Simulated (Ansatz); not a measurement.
KTiO2F, space group P4/mmm: a scan of the Hubbard U, run with the Ansatz DFT code, driven from Python.

Script `ktio2f_plus_u.py`:
```python
"""How the states of KTiO2F follow the Hubbard U."""

import warnings

import ansatz as az
from ase import Atoms
import numpy as np


def count_gap(report):
    # lowest empty less highest filled band, counting bands; zero where they overlap
    return max(report.get("gap_by_band_count_ev") or 0.0, 0.0)

warnings.simplefilter("ignore", az.DeckWarning)

atoms = Atoms(
    ["K", "Ti", "O", "O", "F"],
    scaled_positions=[
        (0.0, 0.0, 0.0),
        (0.5, 0.5, 0.5),
        (0.5, 0.0, 0.5),
        (0.0, 0.5, 0.5),
        (0.5, 0.5, 0.0),
    ],
    cell=[
        (3.875514, 0.0, 0.0),
        (0.0, 3.875514, 0.0),
        (0.0, 0.0, 4.184804),
    ],
    pbc=True,
)
ktio2f = az.Crystal.from_ase(atoms)

base = ktio2f.calculation()
base = base.kpoints(6).basis(35 * az.Ry)
base = base.functional("pbesol").occupations(az.OccupationsMethod.FERMI_DIRAC, width=0.01)
base = base.band_table()
rows = []
for u in [1.0, 3.0, 5.0, 7.0]:
    rep = base.hubbard("Ti", "d", u_eff=u).run(threads=1).report
    shell = rep["hubbard"]["n_scf"]
    rows.append((u, count_gap(rep), sum(shell) / len(shell), rep["n_iterations"]))
print("      U_eff eV  gap by band count eV  Ti d occupation (projector)      iterations")
for row in rows:
    print(f"{str(row[0]):>14s}  {row[1]:20.3f}  {row[2]:27.4f}  {row[3]:14d}")
```

What does raising U do here?

From U = 1 to 7 eV the gap on the mesh goes from 1.01 eV to 1.65 eV.

What the script printed:

```console
$ python ktio2f_plus_u.py
      U_eff eV  gap by band count eV  Ti d occupation (projector)      iterations
           1.0                 1.010                       2.2676              11
           3.0                 1.230                       2.1836              10
           5.0                 1.485                       2.0950              10
           7.0                 1.650                       2.0016              10
```

Reading the output:
- The run is spin-unpolarised.
- Semilocal gaps usually lie well under measured ones.
- A Hubbard U without spin forces both spins into the same orbitals, which can open a gap or pick a state that a spin-polarised run wouldn't.
- In a crystal with a gap the Fermi level's place inside it depends on smearing and mesh.
- This cell is a computed structure, which may not be the phase found in nature.
- Gaps and levels are Kohn-Sham values on a finite set of k-points.
- Shell occupations and the effect of U depend on the projectors; a run with no .spin step is spin-unpolarised, and each U may end in a state that isn't the lowest.
- Timing: 20 s on 1 thread of Intel(R) Xeon(R) Processor @ 2.30GHz, on a shared host, peak memory 0.6 GiB.

(A comment or docstring line of the script was reworded after the run, the code is as it ran.)
